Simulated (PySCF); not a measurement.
# [Pr(NH2)2]+: other functionals and bases at one geometry

One table from this session's results is given with a row withheld; the runs are named, their logs left out.

The runs use PySCF 2.14.0; several levels, as the steps say, no spin–orbit coupling.

1 further run of the same task is left out (for a known fault of the program).

### Starting geometry

7 atoms, charge 1, spin multiplicity 1.

Bond lengths: Pr1–N2 2.155 Å, Pr1–H3 2.855 Å, Pr1–H4 2.922 Å, Pr1–N5 2.155 Å, Pr1–H6 2.922 Å, Pr1–H7 2.855 Å, N2–H3 1.025 Å, N2–H4 1.023 Å, N5–H6 1.023 Å, N5–H7 1.025 Å. Angles: N2–Pr1–H3 17.3°, N2–Pr1–H4 15.5°, N2–Pr1–N5 106.0°, N2–Pr1–H6 121.5°, N2–Pr1–H7 88.6°, H3–Pr1–H4 32.8°, H3–Pr1–N5 88.6°, H3–Pr1–H6 104.1°, H3–Pr1–H7 71.3°, H4–Pr1–N5 121.5°, H4–Pr1–H6 137.0°, H4–Pr1–H7 104.1°, N5–Pr1–H6 15.5°, N5–Pr1–H7 17.3°, H6–Pr1–H7 32.8°, Pr1–N2–H3 123.8°, Pr1–N2–H4 130.2°, H3–N2–H4 105.9° and more.

Geometry (Å):

```xyz
7
charge 1, multiplicity 1
Pr    0.0000    0.7688    0.0129
N     1.7206    0.0290    1.0782
H     1.6641   -0.5561    1.9173
H     2.7183    0.1563    0.8915
N    -1.7206    0.0290    1.0782
H    -2.7183    0.1563    0.8915
H    -1.6641   -0.5561    1.9173
```

Formal oxidation states: Pr +3. Each metal's 2 4f electrons lie in its core potential, so multiplicities, spins and levels count the valence alone. An earlier session relaxed this geometry at PBE0, Pr lcecp-1-SVP with ECP48, N def2-SVP, H def2-SVP (singlet, point group C2v).

At PBE0 on the finer grid: E = -144.403842 Eh, HOMO -11.46 eV, LUMO -6.25 eV, Mulliken charge on Pr1 +1.25 e, largest force component 0.014 eV/Å. 

Levels to run: wB97X; HF; PBE0, TZVP. Hardware: 2 threads of Arm Neoverse V1, shared host.

Set-up of the first run:

run.py (the lines that set the calculation)

```python
mol = gto.M(atom='''
Pr     0.00000     0.76880     0.01289
N      1.72063     0.02903     1.07821
H      1.66405    -0.55610     1.91729
H      2.71834     0.15626     0.89151
N     -1.72063     0.02903     1.07821
H     -2.71834     0.15626     0.89151
H     -1.66405    -0.55610     1.91729''',
    basis={'Pr': 'lcecp-1-SVP', 'N': 'def2-SVP', 'H': 'def2-SVP'},
    ecp={'Pr': 'lcecp-1-SVP'},
    charge=1, spin=0)
mf = dft.RKS(mol, xc='WB97X')
mf.grids.atom_grid = (75, 302)  # f atoms: unpruned, at least (60, 302)
mf = mf.density_fit()  # fitting sets: Pr AutoAux, N def2-universal-JKFIT, H def2-universal-JKFIT
mf.conv_tol = 1e-08; mf.max_cycle = 55
mf.kernel(dm0)  # dm0: the density of the relaxed state
```

On the command line:

```sh
OMP_NUM_THREADS=2 python run.py
```

Steps of the session up to this table: wB97X; HF; PBE0, TZVP.

One of the session's tables, all rows but one given; the rest of the session is left out.

```
              level  HOMO (eV)  gap (eV)  charge on Pr1 (e)  dipole (D)  largest force component (eV/Å)
PBE0 (relaxed here)     -11.46      5.21               1.25        2.86                            0.01
              wB97X     -13.79      9.46               1.29        3.31                            0.07
                 HF     -14.45     10.22               1.59        4.10                            0.97
         PBE0, TZVP          ?         ?                  ?           ?                               ?
```

Estimate the missing values for PBE0, TZVP.

The run gave: HOMO (eV): -11.49; gap (eV): 5.24; charge on Pr1 (e): 1.63; dipole (D): 3.13; largest force component (eV/Å): 0.30. In the column «HOMO (eV)» it lies between wB97X (-13.79) and PBE0 (relaxed here) (-11.46).

The dipole of a charged species depends on the origin, so these sizes hold for this origin alone.

In one basis the HOMO–LUMO gap runs from 5.21 eV (PBE0) to 10.22 eV (HF). The largest leftover force, 0.97 eV/Å with HF, stands at a geometry relaxed at another level. With 4f in the core, its levels are missing from HOMO and gap, and its count is fixed, so no charge can pass from the ligands into it. Total energies of different levels can't be compared.
